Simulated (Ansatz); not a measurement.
# H₇NOSi₂Zn: one species, many methods

One table from this session's results is given with a row withheld; the runs are named, their logs left out.

Computed with Ansatz 0.2.0, Gaussian basis. Level: functionals in def2-TZVPP, the program's frozen cores in correlated methods.

Plan: LDA (SPW92), PBE-D4, revPBE-D4, BLYP-D4, r2SCAN-D4, B97M-V, PBE0-D4, B3LYP-D4, r2SCANh-D4, r2SCAN0-D4, HSE06-D4, BHLYP-D4, CAM-B3LYP-D4, LC-ωPBE, ωB97X-V, ωB97M-V, B2PLYP, PBE-QIDH; CCSD(T)/def2-SVP; CCSD(T)/def2-TZVPP; MP2/def2-QZVPP; extrapolation to the limit; RPA on PBE.

## Structure used throughout

All runs share one geometry, relaxed beforehand with PBE0-D4 in a triple-zeta def2 set.

12 atoms, charge 0, spin multiplicity 1.

Atoms are counted from 1 here; the program's logs count them from 0.

Bond lengths: O1–Zn2 1.766 Å, O1–H6 0.959 Å, Zn2–N3 1.822 Å, N3–Si4 1.724 Å, N3–Si5 1.724 Å, Si4–H7 1.491 Å, Si4–H8 1.490 Å, Si4–H9 1.491 Å, Si5–H10 1.491 Å, Si5–H11 1.490 Å, Si5–H12 1.490 Å. Angles: Zn2–O1–H6 115.4°, O1–Zn2–N3 176.1°, Zn2–N3–Si4 118.3°, Zn2–N3–Si5 118.3°, Si4–N3–Si5 123.4°, N3–Si4–H7 111.9°, N3–Si4–H8 112.0°, N3–Si4–H9 108.6°, H7–Si4–H8 107.5°, H7–Si4–H9 108.4°, H8–Si4–H9 108.4°, N3–Si5–H10 108.6°, N3–Si5–H11 111.9°, N3–Si5–H12 112.0°, H10–Si5–H11 108.4°, H10–Si5–H12 108.4°, H11–Si5–H12 107.5°.

The first run:

Contents of in.yaml:

```yaml
crystal:
  periodic: [false, false, false]
  atoms:
    - {symbol: O, position_ang: [0.104152, 3.377118, 0.746336]}
    - {symbol: Zn, position_ang: [0.036450, 1.657946, 0.347134]}
    - {symbol: N, position_ang: [0.046851, -0.135649, 0.026357]}
    - {symbol: Si, position_ang: [-1.109642, -1.118376, 0.844087]}
    - {symbol: Si, position_ang: [1.195860, -0.757838, -1.098197]}
    - {symbol: H, position_ang: [-0.443277, 3.947448, 0.204034]}
    - {symbol: H, position_ang: [-1.999563, -1.838532, -0.110397]}
    - {symbol: H, position_ang: [-0.460076, -2.142331, 1.710067]}
    - {symbol: H, position_ang: [-1.954334, -0.241225, 1.704485]}
    - {symbol: H, position_ang: [2.003022, 0.377651, -1.629581]}
    - {symbol: H, position_ang: [0.534821, -1.443159, -2.244890]}
    - {symbol: H, position_ang: [2.122636, -1.738154, -0.465436]}
basis:
  gaussian: {orbitals: def2-TZVPP}
hamiltonian: {xc: lda}
output: {orbitals: {seedname: orbitals}}
```

Started as:

```console
> ansatz run in.yaml --threads 4 --pin off --events-out ev --progress --plain --max-ram 11315MiB
```

Among the steps run: LDA; PBE-D4 (GGA); revPBE-D4 (GGA); BLYP-D4 (GGA); r2SCAN-D4 (meta-GGA); B97M-V (meta-GGA); PBE0-D4 (hybrid); B3LYP-D4 (hybrid); r2SCANh-D4 (hybrid); r2SCAN0-D4 (hybrid); HSE06-D4 (hybrid); BHLYP-D4 (hybrid); CAM-B3LYP-D4 (range-separated); LC-ωPBE (range-separated); ωB97X-V (range-separated); ωB97M-V (range-separated); B2PLYP (double hybrid); PBE-QIDH (double hybrid).

One of the session's tables, all rows but one given; the rest of the session is left out.

It belongs to the step «Orbital energies across the functionals». 

```
  functional  HOMO (eV)  gap (eV)
 LDA (SPW92)      -6.41      4.03
      PBE-D4      -6.28      4.17
   revPBE-D4      -6.23      4.24
     BLYP-D4      -6.16      4.12
   r2SCAN-D4      -6.56      4.72
      B97M-V      -6.70      4.59
     PBE0-D4          ?         ?
    B3LYP-D4      -7.34      5.83
  r2SCANh-D4      -7.03      5.51
  r2SCAN0-D4      -7.75      6.68
    HSE06-D4      -7.15      5.56
    BHLYP-D4      -8.74      8.31
CAM-B3LYP-D4      -8.90      8.60
     LC-ωPBE     -10.25     11.19
     ωB97X-V      -9.91     10.64
     ωB97M-V      -9.82     10.24
```

Q: Estimate the row for PBE0-D4 from the others.

**Answer.** HOMO (eV): -7.55; gap (eV): 6.32. In the column «HOMO (eV)» it lies between r2SCAN0-D4 (-7.75) and B3LYP-D4 (-7.34).
